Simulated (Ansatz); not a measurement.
# Ti2B2Os: from a guess to a relaxed structure

Where does this trial cell of Ti2B2Os go when cell and atoms are let free?

Program: Ansatz 0.2.0. Level of theory: DFT PBE, scalar-relativistic, plane waves, PAW. These are calculated values, not measurements.

## 1. The system as given

Symmetry: P-3m1, No. 164, trigonal system. The conventional cell has a = 3.465 Å, b = 3.465 Å, c = 5.668 Å, α = 90.00°, β = 90.00°, γ = 120.00°. Ti (site symmetry 3m) has 4 B at 2.13 to 2.24 Å in its first shell of neighbours. B (site symmetry 3m) has 4 Ti at 2.13 to 2.24 Å and 3 Os at 2.41 Å in its first shell of neighbours. Around Os (site symmetry -3m) lie 6 B at 2.41 Å.

Coordinates:

```cif
data_structure
_symmetry_space_group_name_H-M 'P-3m1'
_symmetry_Int_Tables_number 164
_cell_length_a 3.4646
_cell_length_b 3.4646
_cell_length_c 5.6684
_cell_angle_alpha 90.000
_cell_angle_beta 90.000
_cell_angle_gamma 120.000
_cell_volume 58.93
loop_
_atom_site_label
_atom_site_type_symbol
_atom_site_symmetry_multiplicity
_atom_site_Wyckoff_symbol
_atom_site_fract_x
_atom_site_fract_y
_atom_site_fract_z
_atom_site_occupancy
Ti1 Ti 2 d 0.33333 0.66667 0.63310 1
B1 B 2 d 0.33333 0.66667 0.23820 1
Os1 Os 1 a 0.00000 0.00000 0.00000 1
```

The cell is invented: species swapped into a database cell of CaCd2As2 (P-3m1, No. 164), with Os on the Ca sites, Ti on the Cd sites and B on the As sites. Lengths come from tabulated atomic sizes and are only a guess.

## 2. Probe: one point on a coarse mesh

Contents of input.yaml:

```yaml
crystal:
  lattice:
    - [3.46463422, 0.0, 0.0]
    - [-1.73231711, 3.00046125, 0.0]
    - [0.0, 0.0, 5.66839578]
  atoms:
    - { symbol: Ti, position: [0.33333333, 0.66666667, 0.63309997] }
    - { symbol: Ti, position: [0.66666667, 0.33333333, 0.36690003] }
    - { symbol: B, position: [0.33333333, 0.66666667, 0.23819999] }
    - { symbol: B, position: [0.66666667, 0.33333333, 0.76180001] }
    - { symbol: Os, position: [0.0, 0.0, 0.0] }
basis:
  ecutwfc: 420
kpoints:
  mp_grid: { grid: [6, 6, 4] }
hamiltonian:
  xc: pbe
scf:
  occupations: { method: gaussian, width: 0.1 }
  lower_state_search: "off"
output:
  forces: true
  stress: true
  eigenvalues: true
```

Launch:

```sh
$ ansatz run input.yaml --threads 1 --pin off --max-ram 2560MiB --backend cpu --events-out ev --progress --plain --runs-dir out
```

The session goes on with these runs: coarse relaxation; spin check on a coarse mesh; full relaxation.

What does the calculation give? Wanted: conventional cell; volume; energy over the elements; gap on the mesh.

The runs gave:

```
                              quantity                                                                       value
symmetry at the end (tolerance 0.05 Å)                                                 space group P-3m1 (No. 164)
                     conventional cell  a = 3.828 Å, b = 3.828 Å, c = 4.826 Å, α = 90.00°, β = 90.00°, γ = 120.00°
                                volume                                                               12.25 Å³/atom
              energy over the elements                                                               -0.25 eV/atom
                       gap on the mesh                                                                none (metal)
```

The space group P-3m1 (No. 164) is kept, and the volume per atom grows by 3.9 % from the first guess. It lies below the elements, which doesn't yet make it stable: competing phases were not computed in this session. No finished test with a distortion of lower symmetry is shown, so the end may be a saddle point. The runs treat Os without spin-orbit coupling. Other magnetic orders were not searched.
